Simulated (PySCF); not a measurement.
# RuH4: structure of the singlet

The task is one start of a wider search on RuH4: the singlet, from a PBE0 minimum start. It is relaxed, tested by its Hessian and followed downhill if it is a saddle.

Method: PBE0, basis Ru x2c-TZVPall, H x2c-TZVPall, spin-free X2C, no spin–orbit coupling, density fitting; program: PySCF 2.14.0.

## 1. The starting structure

5 atoms, charge 0, spin multiplicity 1.

Bond lengths: Ru1–H2 1.534 Å, Ru1–H3 1.534 Å, Ru1–H4 1.534 Å, Ru1–H5 1.534 Å. Angles: H2–Ru1–H3 102.9°, H2–Ru1–H4 67.2°, H2–Ru1–H5 67.2°, H3–Ru1–H4 67.2°, H3–Ru1–H5 67.2°, H4–Ru1–H5 102.9°.

Z-matrix (Å, degrees; charge 0 multiplicity 1):
```
Ru
H  1 1.5340
H  1 1.5340 2 102.94
H  1 1.5340 2 67.17 3 -58.08
H  1 1.5340 2 67.17 3 58.08
```

## 2. Finding the electronic state

One driver script runs all steps and calls PySCF; scf.py shows how it sets up the SCF of each step. The optimiser is the driver's own. After this first run the driver tries any further starts and a stability analysis.

scf.py

```python
from pyscf import gto, scf, dft
mol = gto.M(atom='''
Ru    -0.000000    -0.000000    -0.036361
H      0.000000     1.200020     0.919134
H     -0.000000    -1.200020     0.919134
H      1.200020    -0.000000     0.919134
H     -1.200020     0.000000     0.919134''',
    basis={'Ru': 'x2c-TZVPall', 'H': 'x2c-TZVPall'},
    nucmod='G',
    charge=0, spin=0)
mf = dft.RKS(mol, xc='PBE0')
mf.grids.atom_grid = (50, 194)
aux = {'Ru': 'AutoAux', 'H': 'AutoAux'}  # AutoAux: made from the orbital basis by basis_set_exchange (get_aux=1)
mf = mf.density_fit(auxbasis=aux).sfx2c1e()
mf.conv_tol = 1e-08
mf.diis_space = 10
mf.max_cycle = 60
mf.init_guess = 'minao'
mf.verbose = 4
mf.kernel()
```

Launch:

```bash
OMP_NUM_THREADS=2 python axn.py task.json out
```

After this run come: Relaxation: PBE0 minimum start, singlet; Vibrations and properties at this point.

Q: Predict the outcome of this session. Wanted: minimum; geometry; wavenumbers; dipole moment; highest occupied, lowest empty level; polar-tensor charge of Ru1; zero-point energy.

**Answer**, as computed:

| quantity | value |
| --- | --- |
| minimum | singlet, C4v |
| geometry | Ru–H 1.534 Å (×4); H–Ru–H 67.2° (×4), H–Ru–H 103.0° (×2) |
| wavenumbers (cm⁻¹) | 547 (e), 795 (b1), 889 (b2), 961 (a1), 2261 (b1), 2279 (e), 2299 (a1) |
| dipole moment | 2.92 D |
| highest occupied, lowest empty level | -6.16, -1.55 eV |
| polar-tensor charge of Ru1 | +0.33 e |
| zero-point energy | 76.9 kJ/mol |
| entropy at 298.15 K | 233.4 J/(mol K) |

What this shows: The PBE0 minimum start keeps its C4v symmetry and ends in a minimum. The strongest infrared band lies at 2279 cm⁻¹ (e, stretch). Only this shape and spin were tried, so other structures or states may lie lower. Whether spin polarisation would lower the closed shell was not checked.
